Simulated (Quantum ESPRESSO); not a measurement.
# Pb3O (Im-3m) in Quantum ESPRESSO: notebook, part 2 of 2

Quantum ESPRESSO 7.5. Earlier steps stand in the parts before.

## (3) Wannier functions, LDA

File pw.in:

```
&CONTROL
  calculation = 'scf'
  prefix = 'pwscf'
  outdir = './tmp'
  pseudo_dir = './pseudo'
  tprnfor = .true.
  tstress = .true.
  disk_io = 'low'
/
&SYSTEM
  ibrav = 0
  nat = 4
  ntyp = 2
  ecutwfc = 45
  ecutrho = 360
  nbnd = 33
  occupations = 'smearing'
  smearing = 'fd'
  degauss = 0.00367493
/
&ELECTRONS
  conv_thr = 8d-10
  electron_maxstep = 120
  mixing_beta = 0.5
/
ATOMIC_SPECIES
Pb   207.2000 pb_lda_v1.uspp.F.UPF
O     15.9990 o_lda_v1.2.uspp.F.UPF
CELL_PARAMETERS bohr
  -5.6764160249    5.6764160249    5.6764160249
   5.6764160249   -5.6764160249    5.6764160249
   5.6764160249    5.6764160249   -5.6764160249
ATOMIC_POSITIONS bohr
Pb     5.6764160249    0.0000000000    0.0000000000
Pb     0.0000000000    5.6764160249    0.0000000000
Pb     0.0000000000    0.0000000000    5.6764160249
O      0.0000000000    0.0000000000    0.0000000000
K_POINTS automatic
5 5 5 0 0 0
```

nscf.in is that of step 2.

File pw2wan.in:

```
&INPUTPP
  prefix = 'pwscf'
  outdir = './tmp'
  seedname = 'w'
  write_mmn = .true.
  write_amn = .true.
  scdm_proj = .true.
  scdm_entanglement = 'erfc'
  scdm_mu = 11.92
  scdm_sigma = 1
/
```

File bands.in:

```
&CONTROL
  calculation = 'bands'
  prefix = 'pwscf'
  outdir = './tmp'
  pseudo_dir = './pseudo'
  disk_io = 'low'
/
&SYSTEM
  ibrav = 0
  nat = 4
  ntyp = 2
  ecutwfc = 45
  ecutrho = 360
  nbnd = 46
  occupations = 'smearing'
  smearing = 'fd'
  degauss = 0.00367493
/
&ELECTRONS
  conv_thr = 1d-08
  electron_maxstep = 120
  mixing_beta = 0.5
  diago_full_acc = .true.
  startingwfc = 'random'
/
ATOMIC_SPECIES
Pb   207.2000 pb_lda_v1.uspp.F.UPF
O     15.9990 o_lda_v1.2.uspp.F.UPF
CELL_PARAMETERS bohr
  -5.6764160249    5.6764160249    5.6764160249
   5.6764160249   -5.6764160249    5.6764160249
   5.6764160249    5.6764160249   -5.6764160249
ATOMIC_POSITIONS bohr
Pb     5.6764160249    0.0000000000    0.0000000000
Pb     0.0000000000    5.6764160249    0.0000000000
Pb     0.0000000000    0.0000000000    5.6764160249
O      0.0000000000    0.0000000000    0.0000000000
K_POINTS crystal
43
  0.00000000   0.00000000   0.00000000 1
  0.05555600  -0.05555600   0.05555600 1
  0.11111100  -0.11111100   0.11111100 1
  0.16666700  -0.16666700   0.16666700 1
  0.22222200  -0.22222200   0.22222200 1
  0.27777800  -0.27777800   0.27777800 1
  0.33333300  -0.33333300   0.33333300 1
  0.38888900  -0.38888900   0.38888900 1
  0.44444400  -0.44444400   0.44444400 1
  0.50000000  -0.50000000   0.50000000 1
  0.41666700  -0.41666700   0.50000000 1
  0.33333300  -0.33333300   0.50000000 1
  0.25000000  -0.25000000   0.50000000 1
  0.16666700  -0.16666700   0.50000000 1
  0.08333300  -0.08333300   0.50000000 1
  0.00000000   0.00000000   0.50000000 1
  0.00000000   0.00000000   0.41666700 1
  0.00000000   0.00000000   0.33333300 1
  0.00000000   0.00000000   0.25000000 1
  0.00000000   0.00000000   0.16666700 1
  0.00000000   0.00000000   0.08333300 1
  0.00000000   0.00000000   0.00000000 1
  0.03125000   0.03125000   0.03125000 1
  0.06250000   0.06250000   0.06250000 1
  0.09375000   0.09375000   0.09375000 1
  0.12500000   0.12500000   0.12500000 1
  0.15625000   0.15625000   0.15625000 1
  0.18750000   0.18750000   0.18750000 1
  0.21875000   0.21875000   0.21875000 1
  0.25000000   0.25000000   0.25000000 1
  0.28125000   0.15625000   0.28125000 1
  0.31250000   0.06250000   0.31250000 1
  0.34375000  -0.03125000   0.34375000 1
  0.37500000  -0.12500000   0.37500000 1
  0.40625000  -0.21875000   0.40625000 1
  0.43750000  -0.31250000   0.43750000 1
  0.46875000  -0.40625000   0.46875000 1
  0.50000000  -0.50000000   0.50000000 1
  0.25000000   0.25000000   0.25000000 1
  0.18750000   0.18750000   0.31250000 1
  0.12500000   0.12500000   0.37500000 1
  0.06250000   0.06250000   0.43750000 1
  0.00000000   0.00000000   0.50000000 1
```

w.win is that of step 2.

Potentials or basis: GBRV 1.5 LDA.

Started as:

```console
$ OMP_NUM_THREADS=1 pw.x -in pw.in > pw.out
$ OMP_NUM_THREADS=1 pw.x -in nscf.in > nscf.out
$ wannier90.x -pp w
$ OMP_NUM_THREADS=1 pw2wannier90.x -in pw2wan.in > pw2wan.out
$ wannier90.x w
$ OMP_NUM_THREADS=1 pw.x -in bands.in > bands.out
```

pw.out:

```text
This program is part of the open-source Quantum ESPRESSO suite
     for quantum simulation of materials; please cite
[... 9 lines left out ...]
     --------------------
     sticks:   dense  smooth     PW     G-vecs:    dense   smooth      PW
     Sum        2611    1299    375                84535    29797    4585

     Using Slab Decomposition

     bravais-lattice index     =            0
     lattice parameter (alat)  =       9.8318  a.u.
     unit-cell volume          =     731.6151 (a.u.)^3
     number of atoms/cell      =            4
     number of atomic types    =            2
     number of electrons       =        48.00
     number of Kohn-Sham states=           33
     kinetic-energy cutoff     =      45.0000  Ry
     charge density cutoff     =     360.0000  Ry
     scf convergence threshold =      8.0E-10
     mixing beta               =       0.5000
     number of iterations used =            8  plain     mixing
     Exchange-correlation= SLA  PZ   NOGX NOGC
                           (   1   1   0   0   0   0   0)

     celldm(1)=   9.831841  celldm(2)=   0.000000  celldm(3)=   0.000000
     celldm(4)=   0.000000  celldm(5)=   0.000000  celldm(6)=   0.000000

     crystal axes: (cart. coord. in units of alat)
               a(1) = (  -0.577350   0.577350   0.577350 )
               a(2) = (   0.577350  -0.577350   0.577350 )
               a(3) = (   0.577350   0.577350  -0.577350 )

     reciprocal axes: (cart. coord. in units 2 pi/alat)
               b(1) = ( -0.000000  0.866025  0.866025 )
               b(2) = (  0.866025 -0.000000  0.866025 )
               b(3) = (  0.866025  0.866025  0.000000 )

     PseudoPot. # 1 for Pb read from file:
     pb_lda_v1.uspp.F.UPF
     Pseudo is Ultrasoft + core correction, Zval = 14.0
     Generated by new atomic code, or converted to UPF format
     Using radial grid of  899 points,  6 beta functions with:
                l(1) =   0
                l(2) =   0
                l(3) =   1
                l(4) =   1
                l(5) =   2
                l(6) =   2
     Q(r) pseudized with  6 coefficients,  rinner =    1.000   1.000   1.000
                                                       1.000   1.000

     PseudoPot. # 2 for O  read from file:
[... 56 lines left out ...]
     ethr =  1.00E-02,  avg # of iterations =  4.5

     negative rho (up, down):  4.501E-02 0.000E+00
[... 46 lines left out ...]
     total energy              =    -524.17841913 Ry
     estimated scf accuracy    <       0.00027095 Ry

     iteration #  7     ecut=    45.00 Ry     beta= 0.50
     Davidson diagonalization with overlap
     c_bands:  2 eigenvalues not converged
     c_bands:  2 eigenvalues not converged
     ethr =  5.64E-07,  avg # of iterations = 14.2

     negative rho (up, down):  4.702E-02 0.000E+00

     total energy              =    -524.17835288 Ry
     estimated scf accuracy    <       0.00040937 Ry
[... 46 lines left out ...]
     iteration # 13     ecut=    45.00 Ry     beta= 0.50
     Davidson diagonalization with overlap
     ethr =  3.46E-11,  avg # of iterations =  2.6

     negative rho (up, down):  4.701E-02 0.000E+00

     End of self-consistent calculation

          k = 0.0000 0.0000 0.0000 (  3781 PWs)   bands (ev):

    -8.7598  -8.7598  -8.4373  -8.4232  -8.4232  -8.4232  -8.0789  -8.0789
    -8.0789  -7.9216  -7.9216  -7.9216  -7.8548  -7.8548  -7.5403  -6.7684
    -2.2582   2.8656   2.8656   6.5412   6.5412   6.5412   6.6291   6.6291
     6.6291  11.6670  11.6670  11.6670  13.3795  13.3795  13.3795  15.7820
    15.8176
[... 43 lines left out ...]
    -8.7633  -8.5906  -8.4090  -8.3420  -8.3420  -8.3038  -8.1142  -8.1142
    -8.0914  -8.0492  -7.9698  -7.9698  -7.9181  -7.8752  -7.6568  -6.7175
    -1.8614   1.0457   2.8189   5.7853   5.7853   6.9857   6.9857   7.5202
     9.6536  10.2705  11.5734  11.5734  13.5389  13.9059  15.6569  15.6569
    15.8190

          k = 0.0000-0.1732 0.5196 (  3732 PWs)   bands (ev):

    -8.7406  -8.4929  -8.3737  -8.3227  -8.2925  -8.2849  -8.1390  -8.1344
    -8.1252  -8.1097  -7.9951  -7.9646  -7.9341  -7.9011  -7.7305  -6.6671
    -1.2611   0.0295   2.5621   5.3333   5.9755   7.0205   7.1862   7.8968
     9.1493  11.0093  11.6252  12.5022  13.0341  15.2335  15.6490  15.8178
    15.8583

          k =-0.6928-0.1732-0.1732 (  3721 PWs)   bands (ev):

    -8.7431  -8.4476  -8.4476  -8.3454  -8.3363  -8.3363  -8.1265  -8.1265
    -8.1208  -8.0731  -7.9572  -7.9528  -7.9528  -7.7974  -7.7974  -6.6337
    -0.6054  -0.6054   2.5802   5.7257   5.7518   5.7518   7.8942   7.8942
     8.5342  10.7938  12.3332  12.3332  15.6876  15.7234  15.7558  15.7558
    15.8226

          k = 0.0000 0.0000 0.6928 (  3716 PWs)   bands (ev):

    -8.8171  -8.5199  -8.4613  -8.3864  -8.3604  -8.3604  -8.1226  -8.1226
    -8.1117  -8.0890  -7.9302  -7.9302  -7.9122  -7.7629  -7.6971  -6.5910
    -0.7208  -0.2499   3.5414   4.7607   4.7607   5.5443   7.6354   7.6354
     8.2866  12.2228  12.3676  12.3676  15.5173  15.7949  15.8126  15.8154
    16.1689

     the Fermi energy is     8.9170 ev

!    total energy              =    -524.17841315 Ry
     estimated scf accuracy    <          3.9E-11 Ry
     smearing contrib. (-TS)   =      -0.00179320 Ry
     internal energy E=F+TS    =    -524.17661995 Ry

     The total energy is F=E-TS. E is the sum of the following terms:
     one-electron contribution =    -122.09179906 Ry
     hartree contribution      =      94.59119398 Ry
     xc contribution           =    -196.25017373 Ry
     ewald contribution        =    -300.42584113 Ry

     convergence has been achieved in  13 iterations

     negative rho (up, down):  4.701E-02 0.000E+00

     Forces acting on atoms (cartesian axes, Ry/au):

     atom    1 type  1   force =     0.00000000   -0.00000000   -0.00000000
     atom    2 type  1   force =    -0.00000000    0.00000000    0.00000000
     atom    3 type  1   force =    -0.00000000    0.00000000   -0.00000000
     atom    4 type  2   force =     0.00000000    0.00000000    0.00000000

     Total force =     0.000000     Total SCF correction =     0.000000

     Computing stress (Cartesian axis) and pressure

     negative rho (up, down):  4.701E-02 0.000E+00
          total   stress  (Ry/bohr**3)                   (kbar)     P=      -49.68
  -0.00033771   0.00000000   0.00000000          -49.68        0.00        0.00
  -0.00000000  -0.00033771   0.00000000           -0.00      -49.68        0.00
   0.00000000   0.00000000  -0.00033771            0.00        0.00      -49.68

=------------------------------------------------------------------------------=
   JOB DONE.
=------------------------------------------------------------------------------=
```

It took 11 min on 1 thread of Intel Xeon 6975P-C (Granite Rapids), shared host; peak memory 0.35 GiB.

Results:

| Quantity | Value |
| --- | --- |
| Free energy | -7131.8106 eV |
| Pressure | -5.0 GPa |
| Band gap on the k mesh | none (metal or under the smearing width) |
| Total Wannier spread | 78.34 Å² over 31 functions |
| RMS miss of the Wannier bands | 0.062 eV |

Levels at the corners of the path, in eV from the Fermi level:
```csv
point,band 22,band 23,band 24,band 25,band 26,band 27,band 28,band 29
Γ,-2.38,-2.29,-2.29,-2.29,2.75,2.75,2.75,4.46
H,-4.31,-1.17,-1.17,-1.17,3.73,3.73,3.73,6.90
N,-1.43,-1.33,-0.29,0.92,2.00,2.27,2.71,3.18
Γ,-2.38,-2.29,-2.29,-2.29,2.75,2.75,2.75,4.46
P,-1.35,-1.05,1.78,1.78,1.78,2.43,2.43,2.43
H,-4.31,-1.17,-1.17,-1.17,3.73,3.73,3.73,6.90
P,-1.35,-1.05,1.78,1.78,1.78,2.43,2.43,2.43
N,-1.43,-1.33,-0.29,0.92,2.00,2.27,2.71,3.18
```

Wannier functions:
```
function  nearest atom  distance (Å)  spread (Å²)  on-site energy from the reference level (eV)
       1           4 O          0.36         0.55                                         -6.71
       2           4 O          0.36         0.56                                         -6.71
       3          2 Pb          0.15         0.88                                        -15.04
       4          3 Pb          0.11         0.86                                        -14.98
       5          1 Pb          0.40         1.43                                        -12.40
       6          1 Pb          0.22         1.00                                        -15.04
       7          2 Pb          0.27         1.30                                        -13.11
       8          3 Pb          0.22         1.02                                        -13.72
       9          3 Pb          0.03         0.91                                        -14.88
      10          2 Pb          0.28         1.10                                        -13.17
      11          1 Pb          0.40         1.76                                        -10.83
      12          2 Pb          0.40         1.83                                        -10.86
      13          3 Pb          0.06         0.86                                        -15.33
      14          1 Pb          0.39         1.35                                        -11.41
      15          3 Pb          0.02         0.92                                        -14.86
      16          2 Pb          0.07         0.93                                        -15.01
      17          1 Pb          0.48         1.94                                        -10.90
      18          2 Pb          0.34         1.26                                        -11.59
      19          3 Pb          0.36         1.43                                        -10.44
      20          1 Pb          0.42         1.40                                        -10.88
      21           4 O          0.24         0.71                                         -3.08
      22           4 O          0.24         0.71                                         -3.09
      23          1 Pb          0.78         2.38                                         -7.43
      24          1 Pb          0.54         2.90                                         -7.25
      25          1 Pb          0.52         1.74                                         -7.55
      26          2 Pb          0.74         2.72                                         -6.09
```

Parts of the spread (Å²): invariant 45.68, diagonal 1.970, off-diagonal 30.70, total 78.34. Against the direct bands the interpolation misses by 62 meV (root mean square) and 657 meV at most, for states up to 1 eV over the reference level.

Caveat: spin-orbit coupling is left out, which moves the levels of the heavy elements.
